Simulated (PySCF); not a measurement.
**[Dy(NH3)]2+: other functionals and bases at one geometry**

Aim: see how levels, charges and forces of [Dy(NH3)]2+ depend on the level of theory. It is a constructed species; whether it can be made isn't addressed.

Method: several levels, as the steps say, no spin–orbit coupling; program: PySCF 2.14.0.

1 further run of the same task is left out (for a known fault of the program).

## Step 1: The starting structure

5 atoms, charge 2, spin multiplicity 1.

Bond lengths: Dy1–N2 2.542 Å, N2–H3 1.030 Å, N2–H4 1.030 Å, N2–H5 1.030 Å. Angles: Dy1–N2–H3 115.2°, Dy1–N2–H4 115.2°, Dy1–N2–H5 115.2°, H3–N2–H4 103.2°, H3–N2–H5 103.2°, H4–N2–H5 103.2°.

Coordinates:

```csv
atom,x (Å),y (Å),z (Å)
Dy1,0.0000,0.0000,-0.1817
N2,0.0000,0.0000,2.3602
H3,0.9321,0.0000,2.7991
H4,-0.4661,0.8072,2.7991
H5,-0.4660,-0.8072,2.7991
```

Formal oxidation states: Dy +2. Each metal's 10 4f electrons lie in its core potential, so multiplicities, spins and levels count the valence alone. An earlier session relaxed this geometry at PBE0, Dy lcecp-0-SVP with ECP56, N def2-SVP, H def2-SVP (singlet, point group C3v).

At PBE0 on the finer grid: E = -86.808905 Eh, frontier levels not given, since the 4f levels lie in the core, Mulliken charge on Dy1 +1.71 e, largest force component 0.002 eV/Å. 

Levels to run: wB97X; TPSS; PBE0, TZVP. Hardware: 2 threads of Arm Neoverse V2, shared host.

## Step 2: wB97X

File run.py (the lines that set the calculation):

```python
mol = gto.M(atom='''
Dy     0.00000     0.00000    -0.18167
N      0.00000     0.00000     2.36018
H      0.93210     0.00004     2.79910
H     -0.46608     0.80720     2.79910
H     -0.46602    -0.80724     2.79910''',
    basis={'Dy': 'lcecp-0-SVP', 'N': 'def2-SVP', 'H': 'def2-SVP'},
    ecp={'Dy': 'lcecp-0-SVP'},
    charge=2, spin=0)
mf = dft.RKS(mol, xc='WB97X')
mf.grids.atom_grid = (75, 302)  # f atoms: unpruned, at least (60, 302)
mf = mf.density_fit()  # fitting sets: Dy AutoAux, N def2-universal-JKFIT, H def2-universal-JKFIT
mf.conv_tol = 1e-08; mf.max_cycle = 55
mf.kernel(dm0)  # dm0: the density of the relaxed state
```

Run with:

```
> OMP_NUM_THREADS=2 python run.py
```

## Step 3: TPSS

run.py (the lines that set the calculation), as its differences from that of step 2:

```diff
@@ -9,3 +9,3 @@
     charge=2, spin=0)
-mf = dft.RKS(mol, xc='WB97X')
+mf = dft.RKS(mol, xc='TPSS')
 mf.grids.atom_grid = (75, 302)  # f atoms: unpruned, at least (60, 302)
```

## Step 4: PBE0, TZVP

Basis: Dy lcecp-0-TZVP with ECP56, N def2-TZVP, H def2-TZVP. 

File run.py (the lines that set the calculation):

```python
mol = gto.M(atom='''
Dy     0.00000     0.00000    -0.18167
N      0.00000     0.00000     2.36018
H      0.93210     0.00004     2.79910
H     -0.46608     0.80720     2.79910
H     -0.46602    -0.80724     2.79910''',
    basis={'Dy': 'lcecp-0-TZVP', 'N': 'def2-TZVP', 'H': 'def2-TZVP'},
    ecp={'Dy': 'lcecp-0-TZVP'},
    charge=2, spin=0)
mf = dft.RKS(mol, xc='PBE0')
mf.grids.atom_grid = (75, 302)  # f atoms: unpruned, at least (60, 302)
mf = mf.density_fit()  # fitting sets: Dy AutoAux, N def2-universal-JKFIT, H def2-universal-JKFIT
mf.conv_tol = 1e-08; mf.max_cycle = 55
mf.kernel(dm0)  # dm0: free metal ions and neutral atoms
```

Q: Predict the outcome of this session. Wanted: for each run, charge on Dy1; dipole; largest force.

**Answer**, as computed:

| level | state | charge on Dy1 (e) | dipole (D) | largest force (eV/Å) | basis functions | time |
| --- | --- | --- | --- | --- | --- | --- |
| PBE0 (relaxed here) | singlet | 1.71 | 2.31 | 0.00 | 60 | 2.9 s |
| wB97X | singlet | 1.73 | 2.12 | 0.08 | 60 | 1.8 s |
| TPSS | singlet | 1.69 | 2.39 | 0.27 | 60 | 2.2 s |
| PBE0, TZVP | singlet | 1.82 | 2.37 | 0.32 | 96 | 3.9 s |

Times are on 2 threads of Arm Neoverse V2, shared host; the first row also made further properties. The dipole of a charged species depends on the origin, so these sizes hold for this origin alone.

The largest leftover force, 0.32 eV/Å with PBE0, TZVP, stands at a geometry relaxed at another level. The Mulliken charge on Dy spans +1.69 to +1.82 e over the levels. With 4f in the core, its levels are missing from HOMO and gap. Total energies of different levels can't be compared. Spin–orbit coupling is left out throughout.
